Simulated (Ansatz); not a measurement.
# Ba2Tl5V3O12 (C2) in Ansatz: a series of runs

The runs below take Ba2Tl5V3O12 through relaxation of cell and atoms, with PBE.

Program: Ansatz 0.2.0. These are calculated values, not measurements. Logs are shortened: lines on timing, memory, paths and dates and some standing lists are left out, and cuts for length are marked.

## 1. The crystal as given

Symmetry: C2, No. 5, monoclinic system. The conventional cell has a = 12.980 Å, b = 13.354 Å, c = 6.079 Å, α = 90.00°, β = 109.30°, γ = 90.00°. Ba (site symmetry 2) has 6 O at 2.58 to 2.76 Å as nearest neighbours. Around Ba (site symmetry 2) lie 8 O at 2.76 to 3.03 Å. Around V (site symmetry 1) lie 4 O at 1.72 to 1.75 Å. V (site symmetry 2) has 4 O at 1.71 to 1.76 Å as nearest neighbours. Tl (site symmetry 1) has 3 O at 2.57 to 2.74 Å as nearest neighbours. Around Tl (site symmetry 2) lie 4 O at 2.66 to 2.69 Å. Tl (site symmetry 1) has 3 O at 2.55 to 2.75 Å as nearest neighbours. O (site symmetry 1) has 1 V at 1.75 Å as nearest neighbours.

The cell was built by a generator and needn't be a form met in nature.

## 2. Relaxation of cell and atoms, PBE, collinear spin, ferromagnetic start, target pressure 20 GPa, at which the enthalpy is minimised

Contents of input.yaml:

```yaml
crystal:
  lattice:
    - [6.49009, -6.67692, 0.0]
    - [6.49009, 6.67692, 0.0]
    - [-2.00957, 0.0, 5.7376]
  atoms:
    - { symbol: Ba, position: [0.47917, 0.52083, 0.0] }
    - { symbol: Ba, position: [0.79264, 0.20736, 0.0] }
    - { symbol: V, position: [0.65694, 0.94605, 0.25735], spin: 2.0 }
    - { symbol: V, position: [0.05395, 0.34306, 0.74265], spin: 2.0 }
    - { symbol: V, position: [0.57442, 0.42558, 0.5], spin: 2.0 }
    - { symbol: Tl, position: [0.49835, 0.85629, 0.63726] }
    - { symbol: Tl, position: [0.14371, 0.50165, 0.36274] }
    - { symbol: Tl, position: [0.01508, 0.98492, 0.5] }
    - { symbol: Tl, position: [0.30964, 0.12677, 0.21892] }
    - { symbol: Tl, position: [0.87323, 0.69036, 0.78108] }
    - { symbol: O, position: [0.0039, 0.26325, 0.44275] }
    - { symbol: O, position: [0.59719, 0.60676, 0.67706] }
    - { symbol: O, position: [0.91333, 0.4282, 0.84635] }
    - { symbol: O, position: [0.52536, 0.79943, 0.20594] }
    - { symbol: O, position: [0.68766, 0.41628, 0.31356] }
    - { symbol: O, position: [0.09251, 0.20316, 0.88601] }
    - { symbol: O, position: [0.58372, 0.31234, 0.68644] }
    - { symbol: O, position: [0.79684, 0.90749, 0.11399] }
    - { symbol: O, position: [0.5718, 0.08667, 0.15365] }
    - { symbol: O, position: [0.20057, 0.47464, 0.79406] }
    - { symbol: O, position: [0.73675, 0.9961, 0.55725] }
    - { symbol: O, position: [0.39324, 0.40281, 0.32294] }
hamiltonian:
  xc: pbe
  pseudopotentials: { kind: paw }
magnetization:
  spin_polarized: true
kpoints:
  mp_grid: { grid: [2, 2, 4] }
scf:
  occupations: { method: fermi_dirac, width: 0.05 }
output:
  forces: true
  stress: true
  eigenvalues: true
relax:
  f_tol: 0.01
  max_steps: 40
  cell: { stress_tol: 0.05, p_target: 20.0 }
```

Potentials or basis: Ansatz PAW.

Command:

```console
ansatz run input.yaml --threads 8 --pin off --max-ram 20480MiB --backend cpu --events-out ev --progress --plain --runs-dir out
```

Standard output:

```text
Warning: RAYON_NUM_THREADS=8 ignored (pool sized by the plan → 8); use --threads N
Engine: ansatz 0.2.0, x86_64-unknown-linux-gnu
Pseudopotentials: kind: paw
Pseudopotential: Ba, paw, valence charge 10, recommended cutoff 420 eV (normal), Ba.paw.azcp
Pseudopotential: V, paw, valence charge 13, recommended cutoff 420 eV (normal), V.paw.azcp
Pseudopotential: Tl, paw, valence charge 13, recommended cutoff 420 eV (normal), Tl.paw.azcp
Pseudopotential: O, paw, valence charge 6, recommended cutoff 420 eV (normal), O.paw.azcp
Functional definition: PBE
  parameter kappa = 0.804
  parameter beta = 0.06672455060314922
  exchange = pbe_x(kappa = kappa, mu = beta*pi^2/3)
  correlation = pbe_c(beta = beta)
Crystal: 22 atoms, lattice volume = 497.264 Å³
Basis set: ecut = 420 eV, 9759 PW (Γ), exchange–correlation on 128×128×90 points (8 copies of the dense FFT grid, shifted against one another)
Bands: 123, of which v1, the nominal top of the filled ones, is band 98 counted from 1 (97 counted from 0)
Symmetry: 2 space group operations
Space group: C2 (ITA 5), of the structure as read, at distance tolerance 7.9e-5 Å
Magnetic group: BNS 5.13 (UNI 20), of the structure as read, at distance tolerance 7.9e-5 Å
k-points: 9 of 16 (time reversal used)
Non-local potential: Ba, projectors of the file, l = 0: 3, l = 1: 2, l = 2: 2, l = 3: 2
Non-local potential: V, projectors of the file, l = 0: 3, l = 1: 2, l = 2: 3, l = 3: 1
Non-local potential: Tl, projectors of the file, l = 0: 2, l = 1: 2, l = 2: 2, l = 3: 1
Non-local potential: O, projectors of the file, l = 0: 2, l = 1: 2, l = 2: 1
PAW form: soft (Blöchl's): semilocal exchange-correlation on the pseudo side does not see the compensation charge
PAW one-centre angular grid: Ba, 194 points (default); XC on 64 Gauss nodes
PAW one-centre angular grid: V, 590 points (default); XC on 64 Gauss nodes
PAW one-centre angular grid: Tl, 590 points (default); XC on 64 Gauss nodes
PAW one-centre angular grid: O, 110 points (default); XC on 64 Gauss nodes
Initial density: superposition of atomic densities (chi_scale 0.1, normalization cell, long waves kept (reshape's long-wave potential 0.63 eV rms))
Starting moments: Σ|m| = 6 μB on 3 of 22 sites
Initial wavefunctions: pseudopotential atomic-orbital guess
Functional: x = pbe(κ = 0.804, μ = 0.2195149727645171), c = pbe(β = 0.06672455060314922)
SCF iter   1: F=—  HF=-84683.592639 eV  |F-HF|=—  |Δ(HF+E_count)|=         —  Δρ=5.01e-2 (↑5.01e-2 ↓2.90e-2)  dr2=2.14e1  dr2_m=4.44e0  M=0.000 μB ∫|m|=3.260 μB  β_m=0.30  ethr=3.10e-3  ⟨swp⟩=7.1  Hψ=9174  notcnv=0  defer=15
Mixer restart at iter 1: flushing history
[... 440 lines left out ...]
  E_paw        = -66497.340207  (= ΣΔE_a)
  E_vpaw       = -2439.815235  (= ΣTr[D̂ρ^β])
  E_aug_tail   = 0.030258  (compensation charges beyond the density's cutoff)
  E_ewald      = -14764.349777
  E_smearing   = -0.000000  (= −TS)
  E_closure    = -0.000000  (closes the sum)
  Σ components = -84675.042103   (vs F -84675.042103, Δ=0.00e0)
--- Forces (eV/Å), atoms counted from 1 ---
  atom   1  Ba     0.00000000     0.00355197     0.00000000
  atom   2  Ba    -0.00000000     0.00121118     0.00000000
  atom   3  V      0.00021883     0.00041905     0.00023539
  atom   4  V     -0.00021883     0.00041905    -0.00023539
  atom   5  V      0.00000000     0.00401837    -0.00000000
  atom   6  Tl     0.00170521    -0.00220268     0.00090742
[... 14 lines left out ...]
  atom  21  O      0.00092442    -0.00106050    -0.00008277
  atom  22  O      0.00066950    -0.00265196     0.00520228
  max |Σ_I F_I| component: 3.48e-6 eV/Å
--- Stress (GPa, compression-positive) ---
       19.960365       0.000000      -0.002830
        0.000000      19.967474       0.000000
       -0.002830       0.000000      19.983668
  P = ⅓ Tr σ = 19.9705 GPa (199.705 kbar)
--- Band table (eV; the first three rows and the last of 18) ---
  k-point 0 ↑: bands = ["-54.2755", "-54.2753", "-53.8695", "-28.3118", "-28.3112", "-28.2886", "-28.2860", "-28.2501", "-28.2481", "-27.8822", "-27.7947", "-27.6663", "-14.9909", "-14.6268", "-7.8017", "-7.6543", "-7.4101", "-7.3722", "-7.2052", "-7.1385", "-7.1192", "-7.0657", "-6.7982", "-6.7663", "-5.9186", "-5.6309", "-0.9182", "-0.6992", "-0.6124", "-0.5154", "-0.4108", "-0.3572", "-0.2902", "-0.2445", "-0.1406", "-0.0885", "-0.0165", "0.0316", "0.0630", "0.0898", "0.1141", "0.1548", "0.1825", "0.2216", "0.2255", "0.2613", "0.2654", "0.3001", "0.3798", "0.4337", "0.4838", "0.5215", "0.5556", "0.5864", "0.6220", "0.6581", "0.6688", "2.9491", "3.9254", "4.1958", "4.5906", "4.8312", "5.4024", "5.5784", "5.6635", "5.7842", "6.0343", "6.0619", "6.1305", "6.3678", "6.4420", "6.5407", "6.8776", "6.9344", "7.0041", "7.1680", "7.1968", "7.2612", "7.4307", "7.4353", "7.6150", "7.8026", "7.8454", "7.8607", "7.9087", "8.1332", "8.1655", "8.1842", "8.6012", "8.8076", "8.9012", "9.2294", "9.3854", "9.6074", "9.6624", "9.6961", "9.7167", "10.1951", "12.6016", "12.6530", "12.7876", "12.8611", "13.0453", "13.0734", "13.1732", "13.2992", "13.5412", "13.8183", "14.1770", "14.2108", "14.2756", "14.3532", "14.6053", "14.8773", "15.0152", "15.2961", "15.3694", "15.7889", "16.0505", "16.2464", "16.5279", "16.6121", "17.0771"]
[... 3 lines left out ...]
--- Relaxed structure (20 steps of the walk, 18 accepted, 2 SCFs on fresh bases) ---
  F+E_penalty+E_count = -84675.04210258 eV   max|allowed force component| = 5.202e-3 eV/Å   (the final SCF, on the basis selected at the relaxed cell)
  cell:  # Å, volume = 313.7069 Å³
    - [4.820751710965258, -5.632483735253779, -0.15360687150284114]
    - [4.820751710965258, 5.632483735253779, -0.15360687150284114]
    - [-1.62847861920854, 0.0, 5.828583315772149]
  atoms:
    - { symbol: Ba, position: [0.49322448249779016, 0.5067755175022101, 0.0] }
    - { symbol: Ba, position: [0.8072880303352344, 0.1927119696647657, 0.0] }
    - { symbol: V, position: [0.6388833177043074, 0.9370593126281002, 0.3464903336914784] }
    - { symbol: V, position: [0.0629406873718998, 0.3611166822956926, 0.6535096663085218] }
    - { symbol: V, position: [0.5960872832502667, 0.40391271674973345, 0.5] }
    - { symbol: Tl, position: [0.4399161972211846, 0.873665207985228, 0.747944194473422] }
    - { symbol: Tl, position: [0.12633479201477235, 0.5600838027788156, 0.25205580552657814] }
    - { symbol: Tl, position: [0.0676633676540316, 0.9323366323459685, 0.5] }
    - { symbol: Tl, position: [0.2547885386459953, 0.0681661503785823, 0.14763127064507198] }
    - { symbol: Tl, position: [0.9318338496214178, 0.7452114613540048, 0.8523687293549282] }
    - { symbol: O, position: [0.02589276620401866, 0.22006477619237094, 0.3832250433067529] }
    - { symbol: O, position: [0.6102791112516259, 0.6202010190054521, 0.6796162765289706] }
    - { symbol: O, position: [0.8652796543776149, 0.40808640704585325, 0.737702549796115] }
    - { symbol: O, position: [0.4276803172108864, 0.7933228036203862, 0.3142600366141684] }
    - { symbol: O, position: [0.7530749310334716, 0.47307318415465016, 0.3266797712701017] }
    - { symbol: O, position: [0.15996136141278905, 0.24638049778859347, 0.8485571873684553] }
    - { symbol: O, position: [0.52692681584535, 0.2469250689665286, 0.6733202287298985] }
    - { symbol: O, position: [0.7536195022114068, 0.8400386385872113, 0.1514428126315448] }
    - { symbol: O, position: [0.591913592954147, 0.1347203456223854, 0.2622974502038852] }
    - { symbol: O, position: [0.20667719637961388, 0.5723196827891137, 0.6857399633858315] }
    - { symbol: O, position: [0.7799352238076291, 0.9741072337959815, 0.6167749566932472] }
    - { symbol: O, position: [0.3797989809945482, 0.38972088874837435, 0.3203837234710296] }
```

It took 9.2 min on 8 threads of Intel Xeon Platinum 8259CL at 2.50GHz (Skylake/Cascade Lake), shared host; peak memory 2.8 GiB.

Results:

| Property | Result |
| --- | --- |
| Free energy | -84675.0421 eV |
| Relaxed volume | 14.26 Å³/atom |
| Relaxed cell | a = 7.415 Å, b = 7.415 Å, c = 6.052 Å, α = 101.24°, β = 101.24°, γ = 98.85° |
| Space group after relaxing (to 0.05 Å) | C2 (No. 5) |
| Energy change on relaxing (the enthalpy is what falls) | +290.2 meV/atom |
| Ionic steps | 20 |
| Pressure after relaxing | 20.0 GPa |
| Largest force after relaxing | 0.006 eV/Å |
| Band gap on the k mesh | 1.59 eV, direct |
| Net moment | 0.00 μB per cell |
| Absolute moment | 0.00 μB per cell |

Forces on the atoms (eV/Å):
```
Ba   0.000  0.004  0.000
Ba   0.000  0.001  0.000
V    0.000  0.000  0.000
V    0.000  0.000  0.000
V    0.000  0.004  0.000
Tl   0.002 -0.002  0.001
Tl  -0.002 -0.002 -0.001
Tl   0.000  0.004  0.000
Tl   0.002 -0.001  0.001
Tl  -0.002 -0.001 -0.001
O   -0.001 -0.001  0.000
O   -0.001 -0.003 -0.005
O    0.001 -0.001  0.001
O    0.002  0.001  0.000
O   -0.004 -0.001  0.001
O   -0.001  0.001  0.000
O    0.004 -0.001 -0.001
O    0.001  0.001  0.000
O   -0.001 -0.001 -0.001
O   -0.002  0.001  0.000
O    0.001 -0.001  0.000
O    0.001 -0.003  0.005
```

Step by step:
```csv
step,energy change (eV),largest force (eV/Å),volume (Å³)
1,0.0000,0.0050,497.26
2,1.3963,1.1432,428.71
3,3.9466,1.3289,378.50
4,4.6972,0.9080,359.04
5,5.6293,0.6228,341.28
6,6.0005,0.6340,332.21
7,6.0487,0.6144,324.95
8,6.1759,0.6578,319.02
9,6.0863,0.3634,317.00
10,6.4540,0.2450,312.83
11,6.2964,0.1202,313.91
12,6.2525,0.1495,314.22
13,6.1630,0.2560,314.91
14,6.1616,0.0123,314.90
15,6.1801,0.0116,314.75
16,6.1836,0.0079,314.72
17,6.2585,0.0090,314.72
18,6.3915,0.0215,313.62
19,6.3807,0.0059,313.71
20,6.3839,0.0059,313.71
```

Final structure:
```
Ba V Tl O
1.0
     4.82075   -5.63248   -0.15361
     4.82075    5.63248   -0.15361
    -1.62848    0.00000    5.82858
Ba V Tl O
2 3 5 12
Direct
  0.49322 0.50678 0.00000
  0.80729 0.19271 0.00000
  0.63888 0.93706 0.34649
  0.06294 0.36112 0.65351
  0.59609 0.40391 0.50000
  0.43992 0.87367 0.74794
  0.12633 0.56008 0.25206
  0.06766 0.93234 0.50000
  0.25479 0.06817 0.14763
  0.93183 0.74521 0.85237
  0.02589 0.22006 0.38323
  0.61028 0.62020 0.67962
  0.86528 0.40809 0.73770
  0.42768 0.79332 0.31426
  0.75307 0.47307 0.32668
  0.15996 0.24638 0.84856
  0.52693 0.24693 0.67332
  0.75362 0.84004 0.15144
  0.59191 0.13472 0.26230
  0.20668 0.57232 0.68574
  0.77994 0.97411 0.61677
  0.37980 0.38972 0.32038
```

Caveat: the volume moved by over 15 % at a fixed basis, so the end points are rough; the plane-wave basis is chosen anew once the cell has moved, so the energies of steps on either side of that aren't comparable; the pressure holds a Pulay correction of +0.5 GPa for the finite cutoff; spin-orbit coupling is left out, which as a rule narrows the gap of such compounds by several tenths of an eV; the starting moments weren't kept.

## 3. Relaxation of cell and atoms, PBE, collinear spin, ferromagnetic start, target pressure 2 GPa, at which the enthalpy is minimised

Edit input.yaml of step 2 so:

```diff
@@ -44,2 +44,2 @@
   max_steps: 40
-  cell: { stress_tol: 0.05, p_target: 20.0 }
+  cell: { stress_tol: 0.05, p_target: 2.0 }
```

Potentials or basis: Ansatz PAW.

Command:

```console
ansatz run input.yaml --threads 8 --pin off --max-ram 20480MiB --backend cpu --events-out ev --progress --plain --runs-dir out
```

It took 3.9 min on 8 threads of AMD EPYC 7R43 (Zen 3), shared host; peak memory 2.7 GiB.

It converged, with:

* Free energy: -84681.1488 eV
* Relaxed volume: 20.32 Å³/atom
* Relaxed cell: a = 8.849 Å, b = 8.849 Å, c = 6.047 Å, α = 103.40°, β = 103.40°, γ = 90.43°
* Space group after relaxing (to 0.05 Å): C2 (No. 5)
* Energy change on relaxing (the enthalpy is what falls): +12.6 meV/atom
* Ionic steps: 13
* Pressure after relaxing: 2.0 GPa
* Largest force after relaxing: 0.010 eV/Å
* Band gap on the k mesh: 2.66 eV, direct
* Net moment: 0.00 μB per cell
* Absolute moment: 0.00 μB per cell

Forces on the atoms (eV/Å):
```
Ba   0.000  0.007  0.000
Ba   0.000 -0.001  0.000
V   -0.010 -0.003  0.000
V    0.010 -0.003  0.000
V    0.000  0.001  0.000
Tl   0.004  0.003 -0.003
Tl  -0.004  0.003  0.003
Tl   0.000  0.001  0.000
Tl  -0.001  0.001 -0.002
Tl   0.001  0.001  0.002
O    0.000  0.000 -0.003
O   -0.004 -0.005 -0.001
O   -0.005  0.006  0.002
O    0.003 -0.003  0.000
O    0.000 -0.001  0.000
O   -0.001 -0.002  0.002
O    0.000 -0.001  0.000
O    0.001 -0.002 -0.002
O    0.005  0.006 -0.002
O   -0.003 -0.003  0.000
O    0.000  0.000  0.003
O    0.004 -0.005  0.001
```

The path:
```
step  energy change (eV)  largest force (eV/Å)  volume (Å³)
   1              0.0000                0.0050       497.26
   2              0.0493                0.1271       470.94
   3              0.0963                0.1160       461.37
   4              0.1916                0.1583       450.27
   5              0.1782                0.0383       451.34
   6              0.1767                0.0483       451.39
   7              0.1767                0.0119       451.34
   8              0.2279                0.0118       451.34
   9              0.2752                0.0280       446.54
  10              0.2668                0.0154       447.30
  11              0.2675                0.0217       447.22
  12              0.2685                0.0100       447.12
  13              0.2772                0.0101       447.12
```

Final structure:
```
Ba V Tl O
1.0
     6.23320   -6.28078   -0.03297
     6.23320    6.28078   -0.03297
    -1.95918    0.00000    5.72076
Ba V Tl O
2 3 5 12
Direct
  0.48027 0.51973 0.00000
  0.80136 0.19864 0.00000
  0.65730 0.94362 0.27433
  0.05638 0.34270 0.72567
  0.57533 0.42467 0.50000
  0.47470 0.86611 0.64943
  0.13389 0.52530 0.35057
  0.03618 0.96382 0.50000
  0.29701 0.11845 0.22382
  0.88155 0.70299 0.77618
  0.01263 0.25602 0.42678
  0.59423 0.61366 0.68033
  0.90254 0.42302 0.82591
  0.50681 0.80528 0.22332
  0.69826 0.42137 0.31910
  0.10988 0.19897 0.87463
  0.57863 0.30174 0.68090
  0.80103 0.89012 0.12537
  0.57698 0.09746 0.17409
  0.19472 0.49319 0.77668
  0.74398 0.98737 0.57322
  0.38634 0.40577 0.31967
```

Levels at points of the mesh, in eV from the valence-band top:
Spin up:
```csv
k point,band 94,band 95,band 96,band 97,band 98,band 99,band 100,band 101,band 102,band 103
"(0.00, 0.00, 0.00)",-0.51,-0.49,-0.36,-0.18,0.00,2.66,3.36,3.40,3.53,3.62
"(0.00, 0.00, -0.50)",-0.51,-0.40,-0.31,-0.30,-0.17,3.06,3.14,3.35,3.41,3.56
"(0.00, -0.50, 0.00)",-0.60,-0.47,-0.35,-0.14,0.00,3.05,3.25,3.33,3.55,3.64
"(0.00, -0.50, -0.50)",-0.51,-0.41,-0.36,-0.25,-0.13,3.11,3.15,3.20,3.37,3.60
"(-0.50, -0.50, 0.00)",-0.49,-0.48,-0.33,-0.26,-0.02,3.16,3.30,3.33,3.48,3.56
"(-0.50, -0.50, -0.50)",-0.49,-0.39,-0.32,-0.18,-0.18,3.15,3.16,3.24,3.54,3.59
```
Spin down:
| k point | band 94 | band 95 | band 96 | band 97 | band 98 | band 99 | band 100 | band 101 | band 102 | band 103 |
| --- | --- | --- | --- | --- | --- | --- | --- | --- | --- | --- |
| (0.00, 0.00, 0.00) | -0.51 | -0.49 | -0.36 | -0.18 | 0.00 | 2.66 | 3.36 | 3.40 | 3.53 | 3.62 |
| (0.00, 0.00, -0.50) | -0.51 | -0.40 | -0.31 | -0.30 | -0.17 | 3.06 | 3.14 | 3.35 | 3.41 | 3.56 |
| (0.00, -0.50, 0.00) | -0.60 | -0.47 | -0.35 | -0.14 | 0.00 | 3.05 | 3.25 | 3.33 | 3.55 | 3.64 |
| (0.00, -0.50, -0.50) | -0.51 | -0.41 | -0.36 | -0.25 | -0.13 | 3.11 | 3.15 | 3.20 | 3.37 | 3.60 |
| (-0.50, -0.50, 0.00) | -0.49 | -0.48 | -0.33 | -0.26 | -0.02 | 3.16 | 3.30 | 3.33 | 3.48 | 3.56 |
| (-0.50, -0.50, -0.50) | -0.49 | -0.39 | -0.32 | -0.18 | -0.18 | 3.15 | 3.16 | 3.24 | 3.54 | 3.59 |

Caveat: the plane-wave basis is chosen anew once the cell has moved, so the energies of steps on either side of that aren't comparable; the pressure holds a Pulay correction of +0.3 GPa for the finite cutoff; spin-orbit coupling is left out, which as a rule narrows the gap of such compounds by several tenths of an eV; the starting moments weren't kept. A k mesh can miss the band edges.
